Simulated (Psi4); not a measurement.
**One shape, several levels: triplet GeH3O2F**

We compute a comparison of 4 runs (UHF/STO-3G, UHF/3-21G, U-wB97X-V/def2-SVP, UTPSSh/def2-SVP) of triplet GeH3O2F. 

The calculation is run with Psi4 1.11.

**1. Starting point**

GeH3O2F has 7 atoms, charge 0, and is taken as a triplet. As SMILES of the parent species, `[OH][GeH]([OH])[F]`. The shape is that of a PBE0-D4/def2-TZVP optimisation. This is one conformer, not always the lowest. That shape belongs to the parent species and isn't relaxed for this state.

Bond lengths: O1–Ge2 1.758 Å, Ge2–O3 1.748 Å, Ge2–F4 1.736 Å, O1–H5 0.961 Å, Ge2–H6 1.522 Å, O3–H7 0.961 Å. Angles: O1–Ge2–O3 108.4°, O1–Ge2–F4 104.7°, O3–Ge2–F4 110.1°, O1–Ge2–H6 116.0°, O3–Ge2–H6 108.9°, F4–Ge2–H6 108.5°, Ge2–O1–H5 112.4°, Ge2–O3–H7 112.8°.

**2. A single-point energy at UHF/STO-3G (run 1)**

Input file job.py:

```python
import psi4

psi4.set_memory('2200 MB')
psi4.set_num_threads(1)
psi4.core.set_output_file('output.dat', False)

geom = psi4.geometry("""
0 3
O     -0.66688435     2.15485470    -1.62384166
Ge    -0.20314556    -0.05064466     0.81711758
O      2.86898220    -1.23966034     0.58127976
F     -2.38162183    -2.42735321     0.21391700
H     -2.28505683     1.96871668    -2.42621937
H     -0.62625524     0.91802895     3.49126902
H      3.40982182    -1.45263247    -1.13969383
units bohr
symmetry c1
no_reorient
no_com
""")

options = {'basis': 'STO-3G', 'reference': 'uhf', 'puream': True, 'e_convergence': 1e-09, 'd_convergence': 1e-08, 'scf_type': 'pk', 'maxiter': 100}
psi4.set_options(options)

energy_value, wavefunction = psi4.energy('hf', molecule=geom, return_wfn=True)
print('E =', round(energy_value, 9))
```

Run with:

```bash
$ python job.py
```

output.dat:

```text
[...]
  Running in c1 symmetry.
[...]
  Nuclear repulsion =  327.327915151877448
[...]
  Multiplicity = 3
[...]
  Nalpha       = 31
  Nbeta        = 29
[...]
    Number of basis functions: 36
[...]
   @UHF iter   1: -2298.44887033292252   -3.34061e+00   1.99186e-02 DIIS/ADIIS
[...]
   @UHF iter  62: -2298.86419028066666   -6.36646e-12   6.09303e-09 DIIS
[...]
   @S^2 Observed:                2.075592443E+00
[...]
    Orbital Energies [Eh]
    ---------------------
    Alpha Occupied:
       1A   -400.550301     2A    -50.396426     3A    -45.459208
       4A    -45.458500     5A    -45.457665     6A    -25.936359
       7A    -20.259464     8A    -20.147174     9A     -6.484562
      10A     -4.524930    11A     -4.522239    12A     -4.520926
      13A     -1.539830    14A     -1.325282    15A     -1.212948
      16A     -0.703443    17A     -0.683542    18A     -0.670857
      19A     -0.664837    20A     -0.663019    21A     -0.656928
      22A     -0.608725    23A     -0.567276    24A     -0.548151
      25A     -0.541086    26A     -0.493250    27A     -0.483662
      28A     -0.442317    29A     -0.376605    30A     -0.347071
      31A      0.036771
[...]
  @UHF Final Energy: -2298.86419028066666
   => Energetics <=
    Nuclear Repulsion Energy =            327.3279151518774484
    One-Electron Energy =               -3881.5499173029907070
    Two-Electron Energy =                1255.3578118704465396
    Total Energy =                      -2298.8641902806666621
  UHF NO Occupations:
  HONO-2 :   29  A 1.9707348
  HONO-1 :   30  A 1.0000000
  HONO-0 :   31  A 1.0000000
  LUNO+0 :   32  A 0.0292652
  LUNO+1 :   33  A 0.0077427
[...]
 Multipole Moments:
 ------------------------------------------------------------------------------------
     Multipole            Electronic (a.u.)      Nuclear  (a.u.)        Total (a.u.)
 ------------------------------------------------------------------------------------
 L = 1.  Multiply by 2.5417464519 to convert [e a0] to [Debye]
 Dipole X            :          9.2178353           -9.8199618           -0.6021266
 Dipole Y            :         14.8826128          -14.7111400            0.1714728
 Dipole Z            :        -20.1800651           19.6578762           -0.5221890
 Magnitude           :                                                    0.8152549
[...]
```

The script printed:

```text
E = -2298.864190281
```

It took 1.8 s on 1 thread of AMD EPYC 9R45 (Zen 5), shared host; peak memory 0.2 GiB.

**3. The energy at UHF/3-21G (run 2)**

Input file fgeh3o2.py:

```python
import psi4

psi4.set_memory(2200000000)
psi4.set_num_threads(1)
psi4.core.set_output_file('output.dat', False)

m = psi4.geometry("""
0 3
O     -0.352900     1.140300    -0.859300
Ge    -0.107500    -0.026800     0.432400
O      1.518200    -0.656000     0.307600
F     -1.260300    -1.284500     0.113200
H     -1.209200     1.041800    -1.283900
H     -0.331400     0.485800     1.847500
H      1.804400    -0.768700    -0.603100
symmetry c1
no_reorient
no_com
""")

options = {'basis': '3-21G', 'reference': 'uhf', 'puream': True, 'e_convergence': 1e-09, 'd_convergence': 1e-08, 'scf_type': 'pk', 'maxiter': 100}
psi4.set_options(options)

E, wfn = psi4.energy('scf', return_wfn=True)
psi4.oeprop(wfn, 'DIPOLE', 'MAYER_INDICES', 'LOWDIN_CHARGES', title='SCF')
print('E =', round(E, 9))
for k, v in sorted(psi4.core.scalar_variables().items()):
    print(f'{k:45s} {v:18.10f}')
```

Run with:

```bash
$ python fgeh3o2.py
```

output.dat:

```text
[...]
  Running in c1 symmetry.
[...]
  Nuclear repulsion =  327.327915065786726
[...]
  Multiplicity = 3
[...]
  Nalpha       = 31
  Nbeta        = 29
[...]
    Number of basis functions: 55
[...]
   @UHF iter   1: -2314.26553570900933   -4.14625e+00   1.58442e-02 DIIS/ADIIS
[...]
   @UHF iter  24: -2314.74319792635742    3.18323e-12   4.34056e-09 DIIS
[...]
   @S^2 Observed:                2.006822721E+00
[...]
    Orbital Energies [Eh]
    ---------------------
    Alpha Occupied:
       1A   -402.798510     2A    -52.019196     3A    -46.031899
       4A    -46.030739     5A    -46.030544     6A    -26.095039
       7A    -20.665445     8A    -20.454558     9A     -7.232937
      10A     -5.188410    11A     -5.184201    12A     -5.183438
      13A     -1.661845    14A     -1.647306    15A     -1.637513
      16A     -1.632939    17A     -1.632268    18A     -1.555313
      19A     -1.496592    20A     -1.329917    21A     -0.864665
      22A     -0.795850    23A     -0.769747    24A     -0.707177
      25A     -0.632976    26A     -0.600985    27A     -0.589525
      28A     -0.550118    29A     -0.523378    30A     -0.499994
      31A     -0.147978
[...]
  @UHF Final Energy: -2314.74319792635742
   => Energetics <=
    Nuclear Repulsion Energy =            327.3279150657867262
    One-Electron Energy =               -3881.2213965727423783
    Two-Electron Energy =                1239.1502835805981704
    Total Energy =                      -2314.7431979263574249
  UHF NO Occupations:
  HONO-2 :   29  A 1.9982968
  HONO-1 :   30  A 1.0000000
  HONO-0 :   31  A 1.0000000
  LUNO+0 :   32  A 0.0017032
  LUNO+1 :   33  A 0.0008698
[...]
 Multipole Moments:
 ------------------------------------------------------------------------------------
     Multipole            Electronic (a.u.)      Nuclear  (a.u.)        Total (a.u.)
 ------------------------------------------------------------------------------------
 L = 1.  Multiply by 2.5417464519 to convert [e a0] to [Debye]
 Dipole X            :          9.9397339           -9.8199618            0.1197721
 Dipole Y            :         15.6153442          -14.7111399            0.9042042
 Dipole Z            :        -20.4364506           19.6578760           -0.7785746
 Magnitude           :                                                    1.1992119
[...]
```

The script printed:

```text
E = -2314.743197926
CURRENT ENERGY                                  -2314.7431979264
CURRENT REFERENCE ENERGY                        -2314.7431979264
DD SOLVATION ENERGY                                 0.0000000000
HF KINETIC ENERGY                                2315.3290595872
HF POTENTIAL ENERGY                             -4630.0722575136
HF TOTAL ENERGY                                 -2314.7431979264
HF VIRIAL RATIO                                     1.9997469640
NUCLEAR REPULSION ENERGY                          327.3279150658
ONE-ELECTRON ENERGY                             -3881.2213965727
PCM POLARIZATION ENERGY                             0.0000000000
PE ENERGY                                           0.0000000000
SCF ITERATION ENERGY                            -2314.7431979264
SCF ITERATIONS                                     24.0000000000
SCF TOTAL ENERGY                                -2314.7431979264
TWO-ELECTRON ENERGY                              1239.1502835806
```

It took 1.6 s on 1 thread of AMD EPYC 9R45 (Zen 5), shared host; peak memory 0.21 GiB.

Run 3 isn't shown in full; the table further down has it.

**4. The energy at UTPSSh/def2-SVP (run 4)**

Input file input.in:

```
memory 2200 MB

molecule {
  0 3
  O
  Ge 1 1.758076
  O 2 1.747675 1 108.44394
  F 2 1.735697 3 110.10918 1 113.97581
  H 1 0.960852 2 112.39665 4 19.34784
  H 2 1.521643 4 108.50567 5 117.09271
  H 3 0.961242 2 112.75706 6 -164.09512
  units angstrom
  symmetry c1
}

set basis def2-SVP
set reference uks
set puream true
set e_convergence 1e-09
set d_convergence 1e-08
set scf_type pk
set dft_radial_points 99
set dft_spherical_points 590
set maxiter 100

result, w = energy("tpssh", return_wfn=True)
oeprop(w, "QUADRUPOLE", "MAYER_INDICES", "MULLIKEN_CHARGES", title="TPSSH")
```

Run with:

```bash
$ psi4 -i input.in -o input.out -n 1
```

input.out:

```text
[...]
  Running in c1 symmetry.
[...]
  Nuclear repulsion =  327.327972022142660
[...]
  Multiplicity = 3
[...]
  Nalpha       = 31
  Nbeta        = 29
[...]
    Number of basis functions: 89
[...]
   @UKS iter   1: -2327.03178860129310   -1.80945e+00   2.76084e-02 ADIIS/DIIS
[...]
   @UKS iter  25: -2328.41818392084360   -3.63798e-12   4.59022e-09 DIIS
[...]
   @S^2 Observed:                2.008115499E+00
[...]
  @UKS Final Energy: -2328.41818392084360
   => Energetics <=
    Nuclear Repulsion Energy =            327.3279720221426601
    One-Electron Energy =               -3893.8675850173599429
    Two-Electron Energy =                1335.4454779803218116
    DFT Exchange-Correlation Energy =     -97.3240489059482172
    Empirical Dispersion Energy =           0.0000000000000000
    VV10 Nonlocal Energy =                  0.0000000000000000
    Total Energy =                      -2328.4181839208436031
  UHF NO Occupations:
  HONO-2 :   29  A 1.9974925
  HONO-1 :   30  A 1.0000000
[...]
 Multipole Moments:
 ------------------------------------------------------------------------------------
     Multipole            Electronic (a.u.)      Nuclear  (a.u.)        Total (a.u.)
 ------------------------------------------------------------------------------------
 L = 1.  Multiply by 2.5417464519 to convert [e a0] to [Debye]
 Dipole X            :          0.3931386           -0.2458677            0.1472709
 Dipole Y            :          2.0338065           -2.2701103           -0.2363038
 Dipole Z            :          2.0749932           -2.5129331           -0.4379399
 Magnitude           :                                                    0.5189600
 L = 2.  Multiply by 1.3450342976 to convert [e a0^2] to [Debye ang]
 Quadrupole XX       :        -95.0335385           67.6337462          -27.3997922
 Quadrupole XY       :         39.4513001          -36.9050108            2.5462893
[...]
  Mulliken Charges: (a.u.)
   Center  Symbol    Alpha    Beta     Spin     Total
       1     O     4.33263  3.70815  0.62449 -0.04078
       2    GE    15.90777 15.48077  0.42700  0.61146
       3     O     4.27864  4.01241  0.26623 -0.29104
       4     F     4.70320  4.65535  0.04785 -0.35855
       5     H     0.62632  0.36862  0.25770  0.00506
       6     H     0.69433  0.38280  0.31153 -0.07712
       7     H     0.45711  0.39190  0.06520  0.15099
   Total alpha = 31.00000, Total beta = 29.00000, Total charge =  0.00000
  Mayer Bond Indices:
[...]
```

It took 79 s on 1 thread of AMD EPYC 9R45 (Zen 5), shared host; peak memory 1.3 GiB.

**5. Overview of the runs**

| run | level | integration grid | energy (Eh) | dipole moment (D) | ⟨S²⟩ | wall time |
| --- | --- | --- | --- | --- | --- | --- |
| 1 | UHF/STO-3G | – | -2298.864190 | 2.07 | 2.076 | 1.8 s |
| 2 | UHF/3-21G | – | -2314.743198 | 3.05 | 2.007 | 1.6 s |
| 3 | U-wB97X-V/def2-SVP | 99 radial × 590 angular | -2328.157440 | 2.12 | 2.007 | 2.4 min |
| 4 | UTPSSh/def2-SVP | 99 radial × 590 angular | -2328.418184 | 1.32 | 2.008 | 79 s |

**6. Summary of results**

| quantity | value |
| --- | --- |
| run 4: total energy | -2328.41818 Eh |
| run 4: dipole moment | 1.32 D |
| run 4: HOMO energy (highest over α and β) | -1.65 eV |
| run 4: ⟨S²⟩ | 2.008 |

**Reading.** The dipole moment (its size) runs from 1.32 D (UTPSSh/def2-SVP) to 3.05 D (UHF/3-21G). The two ends differ in method and basis. Totals of different functionals can't be ranked against each other. In run 1 the basis is minimal, so the values are rough. All runs together took 3.8 min, the longest 2.4 min.
